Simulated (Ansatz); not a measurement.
# LiCuAuO2 in Ansatz: convergence with k mesh

The system is LiCuAuO2.

```
CELL_PARAMETERS angstrom
1.63720 0.94524 6.41882
-1.63720 0.94524 6.41882
0.00000 -1.89048 6.41882
ATOMIC_POSITIONS crystal
Au 0.99377 0.98578 0.99935
Cu 0.52419 0.49728 0.52097
O 0.09246 0.09039 0.11492
O 0.88850 0.88906 0.87051
Li 0.73856 0.77842 0.75586
```

The cell comes from a database or a generator and needn't be the stable form of this composition.

The cell isn't the ideal one: atoms moved at random, drawn with an rms of 0.05 Å.

| Property | Result |
| --- | --- |
| Program | Ansatz 0.2.0 |
| Task | convergence study |
| Functional | PBE |
| Potentials or basis | Ansatz PAW |
| Cutoff | 420 eV (not typed: the program's choice for these potentials) |
| k mesh | 3 × 3 × 3 |
| Occupations | methfessel-paxton, width 0.05 eV |
| Spin | no spin polarisation |

These are the settings of the first run; the series varies k mesh, with any setting tied to it.

Hardware: 2 threads of Arm Neoverse V2, with other jobs on the host.

Question: The values tried are 3 × 3 × 3, 4 × 4 × 4, 5 × 5 × 5, 7 × 7 × 7, 8 × 8 × 8, 11 × 11 × 11, 13 × 13 × 13, 15 × 15 × 15, loosest first. From which on does the energy stay within 1 meV/atom of the tightest run that finished?

Answer: From 7 × 7 × 7 on.

```
      k mesh  energy less the tightest run, at zero smearing (meV/atom)  pressure (GPa)  largest force (eV/Å)  SCF cycles  CPU time (s)  peak memory (GiB)
   3 × 3 × 3                                                     -44.47           -2.30                 0.999          13           3.3               0.32
   4 × 4 × 4                                                       6.10           -0.13                 1.066          12             6               0.34
   5 × 5 × 5                                                      -3.40           -0.91                 1.046          10           9.8               0.37
   7 × 7 × 7                                                      -0.38           -0.84                 1.055          11            27                0.5
   8 × 8 × 8                                                      -0.18           -0.77                 1.057          10            35               0.61
11 × 11 × 11                                                      -0.11           -0.78                 1.055          12           100                1.1
13 × 13 × 13                                                      -0.06           -0.78                 1.056          12           170                1.6
15 × 15 × 15                                                       0.00           -0.77                 1.055          12           270                2.3
```

Against the tightest run, the pressure stays within 0.1 GPa from 7 × 7 × 7 on; the largest force stays within 0.005 eV/Å from 7 × 7 × 7 on. Meshes of other sizes hit other points, so gaps and Fermi surfaces needn't settle smoothly. The tightest run that finished is the yardstick and may itself not be fully converged.

Caveat, for the tightest run too: the pressure holds a Pulay correction of +0.5 GPa for the finite cutoff; an odd number of electrons without spin polarisation forces a metal; a magnetic or distorted state may lie lower; the run has no spin polarisation, though such a crystal can be magnetic; semilocal functionals often make such compounds metallic where correlation or magnetic order opens a gap, which also shifts bond lengths. Spin-orbit coupling is left out, which matters for the levels of Au.
